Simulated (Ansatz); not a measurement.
This script drives Ansatz 0.2.0, Python API.

`adiabatic_agcl.py`
```python
import logging
import sys

import ansatz as az
from ase import Atoms
import numpy as np

logging.basicConfig(stream=sys.stdout, format="%(name)s: %(message)s")
log = logging.getLogger("calc")
log.setLevel(logging.INFO)


def main() -> None:
    atoms = Atoms(["Ag", "Cl"], positions=[
        [0.0, 0.0, 0.0],
        [0.0, 0.0, 2.305],
    ])
    agcl = az.Crystal.molecule_from_ase(atoms)

    calculation = (
        agcl.calculation()
        .basis(gaussian="def2-SVP")
        .functional("CAM-B3LYP")
    )
    symbols = [site.symbol for site in agcl.cartesian_sites]
    start = np.array([site.position_ang for site in agcl.cartesian_sites], dtype=float)
    summary = calculation.relax(force_tolerance=0.01, max_steps=100).run(threads=1).report
    end = np.array(summary["positions_ang"])

    minimum = az.Crystal.molecule()
    for symbol, place in zip(symbols, end):
        minimum = minimum.atom(symbol, place.tolist())
    ion = minimum.calculation()
    ion = ion.basis(gaussian="def2-SVP")
    ion = ion.functional("CAM-B3LYP")
    ion = ion.charge(1)
    ion = ion.spin("collinear", total=1)
    vertical = ion.run(threads=1).report
    settled = ion.relax(force_tolerance=0.01, max_steps=80).run(threads=1).report
    log.info(f"vertical ionisation energy   {vertical['free_energy_ev'] - summary['free_energy_ev']:.3f} eV")
    log.info(f"adiabatic, no zero point     {settled['free_energy_ev'] - summary['free_energy_ev']:.3f} eV")
    log.info(f"relaxation energy of the ion {vertical['free_energy_ev'] - settled['free_energy_ev']:.3f} eV")
    ionised = np.array(settled["positions_ang"])
    log.info("final positions (A) and the move of each atom")
    for symbol, xyz, old in zip(symbols, ionised, end):
        log.info(f"{symbol:2s} {xyz[0]:10.5f} {xyz[1]:10.5f} {xyz[2]:10.5f}   {np.linalg.norm(xyz - old):7.4f}")


if __name__ == "__main__":
    main()
```

It is started by `python adiabatic_agcl.py`. How long does it take on 1 thread of Intel(R) Xeon(R) Platinum 8259CL CPU @ 2.50GHz (Skylake/Cascade Lake), with other jobs on the host, and how much memory does it need?

It took about 40 s, with a peak of 0.23 GiB, for 3 runs of the engine.

```console
$ python adiabatic_agcl.py
calc: vertical ionisation energy   9.936 eV
calc: adiabatic, no zero point     9.818 eV
calc: relaxation energy of the ion 0.117 eV
calc: final positions (A) and the move of each atom
calc: Ag   -0.00000    0.00000   -0.10486    0.1083
calc: Cl    0.00000   -0.00000    2.40986    0.1083
```

Caveats:
- The energies are electronic: no zero-point or thermal terms, and the basis set is short of its limit. The product may relax into another structure. Each relaxation finds its nearest minimum, which needn't be the lowest.
- def2 sets replace the cores of elements past krypton by effective core potentials.
- The spin state was assumed, and another may lie lower.
